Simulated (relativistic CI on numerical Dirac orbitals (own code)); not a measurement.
# Li⁺: one ion under different settings

How much do the settings matter for Li⁺? One ion, several inputs.

The numbers are computed with relativistic CI on numerical Dirac orbitals (own code) version 3 (Dirac-Coulomb-Breit CI, KLI orbitals optimised for each configuration, model QED (radiative potential, 1s self-energy scaled to tabulated hydrogen-like ionisation energies), numerical settings as typed), except any that are marked as measured or tabulated.

## Step 1: The atom as given

| Item | Value |
| --- | --- |
| ion | Li⁺ (Li II) |
| nuclear charge | 3 |
| electrons | 2 |
| isotope | A = 7 |

## Step 2: Usual settings

Settings, as recorded:

```ini
atom Li  Z=3  charge=1  electrons=2
nucleus A=7  rms_radius_fm=2.4440
hamiltonian dirac-coulomb  breit=on  qed=on  c_scale=1
orbitals kli  potential=per-configuration
slater_scale 1
correlation none
mixing on
grid step=0.0125 r_max=34.5
scf mixing=0.4 start=green max_iterations=150 tolerance=2e-08 node_fill=0.05
configurations
  1s2
end
```

On the command line:

```sh
> python run_levels.py task.json out
```

task.json lists these runs, among others, and the program works through them in turn.

## Step 3: Slater scale 1.2

The settings differ from step 2 so:

```diff
@@ -4,3 +4,3 @@
 orbitals kli  potential=per-configuration
-slater_scale 1
+slater_scale 1.2
 correlation none
```

## Step 4: Potential mixing 0.2, grid step 0.03

Settings, as recorded:

```ini
atom Li  Z=3  charge=1  electrons=2
nucleus A=7  rms_radius_fm=2.4440
hamiltonian dirac-coulomb  breit=on  qed=on  c_scale=1
orbitals kli  potential=per-configuration
slater_scale 1
correlation none
mixing on
grid step=0.03 r_max=34.5
scf mixing=0.2 start=green max_iterations=150 tolerance=2e-08 node_fill=0.05
configurations
  1s2
end
```

## Step 5: Speed-of-light factor 2

Settings, as recorded:

```ini
atom Li  Z=3  charge=1  electrons=2
nucleus A=7  rms_radius_fm=2.4440
hamiltonian dirac-coulomb  breit=on  qed=on  c_scale=2
orbitals kli  potential=per-configuration
slater_scale 1
correlation none
mixing on
grid step=0.0125 r_max=34.5
scf mixing=0.4 start=green max_iterations=150 tolerance=2e-08 node_fill=0.05
configurations
  1s2
end
```

## Step 6: Start potential previous

Settings, as recorded:

```ini
atom Li  Z=3  charge=1  electrons=2
nucleus A=7  rms_radius_fm=2.4440
hamiltonian dirac-coulomb  breit=on  qed=on  c_scale=1
orbitals kli  potential=per-configuration
slater_scale 1
correlation none
mixing on
grid step=0.0125 r_max=34.5
scf mixing=0.4 start=previous max_iterations=150 tolerance=2e-08 node_fill=0.05
configurations
  1s2
end
```

## Step 7: Slater scale 2

Settings, as recorded:

```ini
atom Li  Z=3  charge=1  electrons=2
nucleus A=7  rms_radius_fm=2.4440
hamiltonian dirac-coulomb  breit=on  qed=on  c_scale=1
orbitals kli  potential=per-configuration
slater_scale 2
correlation none
mixing on
grid step=0.0125 r_max=34.5
scf mixing=0.4 start=green max_iterations=78 tolerance=2e-08 node_fill=0.05
configurations
  1s2
end
```

## Step 8: Speed-of-light factor 0.4

Settings, as recorded:

```ini
atom Li  Z=3  charge=1  electrons=2
nucleus A=7  rms_radius_fm=2.4440
hamiltonian dirac-coulomb  breit=on  qed=on  c_scale=0.4
orbitals kli  potential=per-configuration
slater_scale 1
correlation none
mixing on
grid step=0.0125 r_max=34.5
scf mixing=0.4 start=green max_iterations=89 tolerance=2e-08 node_fill=0.05
configurations
  1s2
end
```

(Steps that only read results are left out.)

Q: Predict the outcome of this session. Wanted: lowest level, usual settings; total energy.

**Answer**, as computed:

| setting | total energy less usual (Ha) | largest shift of a level among the lowest eight of both runs, same label and place (cm⁻¹) | SCF iterations | time | lowest level | kind of change |
| --- | --- | --- | --- | --- | --- | --- |
| usual | 0 | 0 | 9 | 0.026 s | 1s2 1S0 | - |
| Slater scale 1.2 | 0 | - | 9 | 0.026 s | 1s2 1S0 | model term |
| potential mixing 0.2, grid step 0.03 | 7.24e-07 | - | 10 | 0.012 s | 1s2 1S0 | numerical |
| speed-of-light factor 2 | 0.000396 | - | 9 | 0.026 s | 1s2 1S0 | unphysical constant |
| start potential previous | 0 | - | 9 | 0.026 s | 1s2 1S0 | numerical |
| Slater scale 2 | 0 | - | 9 | 0.026 s | 1s2 1S0 | extreme, harmless here |
| speed-of-light factor 0.4 | -0.00279 | - | 9 | 0.026 s | 1s2 1S0 | unsound |

| quantity | value |
| --- | --- |
| lowest level, usual settings | 1s2 1S0 |
| total energy | -7.2368 Ha |

In words: No visible change in the result comes from «Slater scale 1.2» or «potential mixing 0.2, grid step 0.03» or «start potential previous». Only the listed configurations are in the model. In a near-neutral ion this small CI can misplace whole configurations by 10,000 cm⁻¹ or more.
